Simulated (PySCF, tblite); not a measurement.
# C₅H₁₂Si₃: geometry, infrared bands and NMR shifts

What infrared bands and NMR shifts should C₅H₁₂Si₃ (`C#C[SiH2][Si@@H]1C[SiH2][C@@H]1C`) show?

The runs use tblite 0.8.0 and PySCF 2.14.0, with density-fitted response routines of our own; the level of theory stands in each step. All values are computed, except where a source is named. Atoms count from 0, in the outputs and in this text.

## 1. Starting geometry

20 atoms, charge 0, multiplicity 1; geometry from: force field or distance geometry start.

Bonds of the start (Å): C0–C1 1.21, C1–Si2 1.85, Si2–Si3 2.29, Si3–C4 1.91, C4–Si5 1.91, Si5–C6 1.93, C6–C7 1.52, C6–Si3 1.91, C0–H8 1.07, Si2–H9 1.48, Si2–H10 1.48, Si3–H11 1.48, C4–H12 1.10, C4–H13 1.09, Si5–H14 1.48, Si5–H15 1.48, C6–H16 1.09, C7–H17 1.11, C7–H18 1.10, C7–H19 1.09.

## 2. Relaxing the molecule with GFN2-xTB

The job: settings as JSON, then the geometry in Å.

```
{"job": {"kind": "relax", "xc": "GFN2-xTB", "basis": "xTB"}, "charge": 0, "multiplicity": 1}
C      2.815100    -1.557000     1.385400
C      2.563100    -0.560400     0.738800
Si     2.210600     0.972700    -0.240700
Si    -0.048800     1.290500    -0.443800
C     -1.019600     1.003000     1.179400
Si    -2.416300     0.337600     0.058800
C     -1.053300    -0.139000    -1.225400
C     -0.508400    -1.544800    -1.074200
H      3.026800    -2.435000     1.953300
H      2.806700     0.862800    -1.591400
H      2.808100     2.152900     0.425900
H     -0.401700     2.583800    -1.063200
H     -1.269800     1.910000     1.741700
H     -0.586900     0.246700     1.830100
H     -3.122600    -0.824400     0.633600
H     -3.320500     1.402600    -0.428900
H     -1.364000     0.093400    -2.241700
H     -1.263200    -2.288100    -1.404700
H     -0.231200    -1.803900    -0.045700
H      0.370600    -1.692700    -1.709300
```

Command:

```bash
$ OMP_NUM_THREADS=1 python probes_run.py task.json out
```

The driver reads the jobs from task.json and runs them one after another.

**Question.** This job is followed by: GFN2-xTB harmonic vibrations, gas phase; GIAO PBE0/pcSseg-1 NMR shielding, non-relativistic, gas phase. What will the session give for the following? strongest single infrared mode (GFN2-xTB); zero-point energy (GFN2-xTB); ¹³C shifts against TMS (PBE0/pcSseg-1); ¹H shifts against TMS (PBE0/pcSseg-1, means over atoms taken as alike); ²⁹Si shifts against TMS (PBE0/pcSseg-1).

**Answer**, as computed:

| quantity | value |
| --- | --- |
| strongest single infrared mode (GFN2-xTB) | 2229 cm⁻¹, 495 km/mol |
| zero-point energy (GFN2-xTB) | 88.1 kcal/mol |
| ¹³C shifts against TMS (PBE0/pcSseg-1) | 107.4, 85.4, 16.8, 14.5, -9.2 ppm |
| ¹H shifts against TMS (PBE0/pcSseg-1, means over atoms taken as alike) | 5.11, 5.03, 4.79, 4.43, 4.33, 2.09, 1.78, 1.55, 0.67, 0.52 ppm |
| ²⁹Si shifts against TMS (PBE0/pcSseg-1) | -22.4, -28.3, -101.7 ppm |

In words: The optimisation took 125 steps and gained 0.321 eV; among the close pairs (by a distance rule), Si3–C6 changed most, from 1.914 to 1.936 Å. No mode is imaginary among the 54: a minimum at this level. The strongest single mode, at 2229 cm⁻¹, moves mainly H15. Unscaled tight-binding wavenumbers are off by several per cent, some by more. Its intensities can rank the bands wrongly. At PBE0/pcSseg-1: Shielding is most anisotropic at C1 (span 282 ppm, paramagnetic term -161 ppm).
